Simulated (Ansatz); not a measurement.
What does this script print? It uses Ansatz 0.2.0 through its Python package.

Contents of `brfin.xyz`:
```text
3

F    -0.11560    1.85230    0.12940
In   -0.80410    0.12600   -0.42350
Br    0.90880   -2.04310    0.28090
```

`run_states.py`
```python
# -*- coding: utf-8 -*-
"""Does a wider search find a lower mean-field state of BrFIn?"""

import ansatz as az
import numpy as np

SETTINGS = {
    "basis_set": "def2-SVP",
    "xc": "b3lyp",
}

mol = az.Crystal.molecule_from_extxyz("brfin.xyz")
symbols = [site.symbol for site in mol.cartesian_sites]

start = np.array([site.position_ang for site in mol.cartesian_sites])
for factor in [1.0, 1.25, 1.6]:
    xyz = (start - start.mean(axis=0)) * factor
    scaled = az.Crystal.molecule()
    for symbol, place in zip(symbols, xyz):
        scaled = scaled.atom(symbol, place.tolist())
    calc = (
        scaled.calculation()
        .basis(gaussian=SETTINGS["basis_set"])
        .functional(SETTINGS["xc"])
        .spin("collinear", total=1)
    )
    for search in ("off", "standard"):
        try:
            data = calc.scf(lower_state_search=search).run(threads=1, backend="cpu").report
        except az.AnsatzError as error:
            print(f"x{factor} search {search}: {type(error).__name__}")
            continue
        state = data["mean_field"]["state"]
        print(f"all distances x{factor}, search {search:8s} E = {data['free_energy_ev']:.5f} eV  <S^2> = {abs(state['spin_squared']):.3f}  other states met: {len(data['mean_field']['others'])}")
```

```console
$ python run_states.py
all distances x1.0, search off      E = -77930.24598 eV  <S^2> = 0.756  other states met: 0
all distances x1.0, search standard E = -77930.24598 eV  <S^2> = 0.756  other states met: 2
all distances x1.25, search off      E = -77928.68874 eV  <S^2> = 0.761  other states met: 0
all distances x1.25, search standard E = -77928.68874 eV  <S^2> = 0.761  other states met: 8
all distances x1.6, search off      E = -77926.89956 eV  <S^2> = 0.766  other states met: 0
all distances x1.6, search standard E = -77926.89956 eV  <S^2> = 0.766  other states met: 15
```

Total energies depend on the basis set; only differences at equal settings carry meaning. The count of other states can hold repeated and symmetry-equivalent ends of the search; scaling all distances is a test, and for more than two atoms no physical path. The structure is a rough, unrelaxed start. def2 sets replace the cores of elements past krypton by effective core potentials. The species is open-shell (spin multiplicity 2). b3lyp holds the VWN-RPA fit, as in Gaussian; the form of ORCA and Turbomole is b3lyp5. Run time: 100 s on 1 thread of Arm Neoverse V2, with other jobs on the host, peak memory 0.33 GiB.

(A comment or docstring line of the script was reworded after the run, the code is as it ran; lines on the test bed's own set-up are left out of the output.)
